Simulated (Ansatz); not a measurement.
# CdS: how the settings move a single-point run

Aim: see which settings change the result for CdS, by how much, and at what cost.

Method: reference: DFT, HSE06, plane waves, PAW, in Ansatz 0.2.0.

5 further runs of the same task are left out: 5 that didn't finish.

## 1. The system as given

It takes space group F-43m (No. 216, cubic). Conventional cell: a = 5.878 Å, b = 5.878 Å, c = 5.878 Å, α = 90.00°, β = 90.00°, γ = 90.00°. Cd (site symmetry -43m) is surrounded by 4 S at 2.55 Å. S (site symmetry -43m) is surrounded by 4 Cd at 2.55 Å.

Structure file:

```cif
data_structure
_symmetry_space_group_name_H-M 'P 1'
_symmetry_Int_Tables_number 1
_cell_length_a 4.1567
_cell_length_b 4.1567
_cell_length_c 4.1567
_cell_angle_alpha 60.000
_cell_angle_beta 60.000
_cell_angle_gamma 60.000
_cell_volume 50.78
loop_
_atom_site_label
_atom_site_type_symbol
_atom_site_fract_x
_atom_site_fract_y
_atom_site_fract_z
_atom_site_occupancy
Cd1 Cd 0.00000 0.00000 0.00000 1
S1 S 0.25000 0.25000 0.25000 1
```

## 2. The reference run

input.yaml reads:

```yaml
crystal:
  lattice:
    - [0.0, 2.9392148416, 2.9392148416]
    - [2.9392148416, 0.0, 2.9392148416]
    - [2.9392148416, 2.9392148416, 0.0]
  atoms:
    - { symbol: Cd, position: [0.0, 0.0, 0.0] }
    - { symbol: S, position: [0.25, 0.25, 0.25] }
kpoints:
  mp_grid: { grid: [4, 4, 4] }
hamiltonian:
  xc: hse06
scf:
  occupations: { method: fixed }
  n_extra_bands: 4
output:
  forces: true
  stress: true
  eigenvalues: true
```

Command:

```bash
ansatz run input.yaml --threads 4 --pin off --max-ram 3686MiB --backend cpu --events-out ev --progress --plain --runs-dir out
```

## 3. Changed: exchange pbe, correlation pbe, coeff 0.75

Changes to input.yaml since step 2:

```diff
@@ -11,3 +11,3 @@
 hamiltonian:
-  xc: hse06
+  xc: { exchange: pbe, correlation: pbe, exx: { coeff: 0.75 } }
 scf:
```

## 4. Changed: xc lc_wpbe

Changes to input.yaml since step 2:

```diff
@@ -11,3 +11,3 @@
 hamiltonian:
-  xc: hse06
+  xc: lc_wpbe
 scf:
```

## 5. Changed: exchange pbe, correlation pbe, coeff 0.5, omega 0.5

Changes to input.yaml since step 2:

```diff
@@ -11,3 +11,3 @@
 hamiltonian:
-  xc: hse06
+  xc: { exchange: pbe, correlation: pbe, exx: { coeff: 0.5, omega: 0.5 } }
 scf:
```

## 6. Changed: exchange pbe, correlation pbe, coeff 0.05, omega 0.3

Changes to input.yaml since step 2:

```diff
@@ -11,3 +11,3 @@
 hamiltonian:
-  xc: hse06
+  xc: { exchange: pbe, correlation: pbe, exx: { coeff: 0.05, omega: 0.3 } }
 scf:
```

## 7. A further run, with the input changed

Changes to input.yaml since step 2:

```diff
@@ -15,2 +15,4 @@
   n_extra_bands: 4
+  convergence: { dr2_threshold: 0.0001 }
+  max_iter: 85
 output:
```

(Steps that only read results are left out.)

Q: Predict the outcome of this session. Wanted: for each run, ending; energy change; pressure; gap; force.

**Answer**, as computed:

```
                                                    run     ending   energy change  pressure (GPa)  gap (eV)  force (eV/Å)  cycles  time
                                              reference  converged               0             0.4      2.12          0.00      12  13 s
           1: exchange pbe, correlation pbe, coeff 0.75  converged  not comparable            -1.8      6.52          0.00      17  16 s
                                          2: xc lc_wpbe  converged  not comparable            -2.2      7.02          0.00      14  20 s
 3: exchange pbe, correlation pbe, coeff 0.5, omega 0.5  converged  not comparable             0.3      2.18          0.00      14  15 s
4: exchange pbe, correlation pbe, coeff 0.05, omega 0.3  converged  not comparable             1.3      1.24          0.00       9  11 s
                                5: dr2_threshold 0.0001  converged    0.0 meV/atom             0.4      2.12          0.00      12  13 s
```

Residual by cycle in the longest SCF loop of each run; runs are numbered as in the table. The quantity is the density residual dr2, in eV.

```
cycle  reference    run 1    run 2    run 3   run 4    run 5
    1     0.0184   0.0655   0.0107   0.0515  9.3e-4   0.0165
    2    0.00208   0.0512   0.0232  0.00639  8.6e-5  0.00231
    3     8.9e-4   0.0183  0.00539    0.003  2.4e-5  0.00108
    4     7.0e-5  0.00355   8.0e-4   2.5e-4  2.6e-6   1.2e-4
    5     1.4e-5   3.4e-4   4.7e-5   9.5e-5  2.6e-8   5.1e-5
    6     1.0e-6   6.9e-5        -   6.0e-6       -        -
```

What this shows: «dr2_threshold 0.0001» leaves the energy as it was.
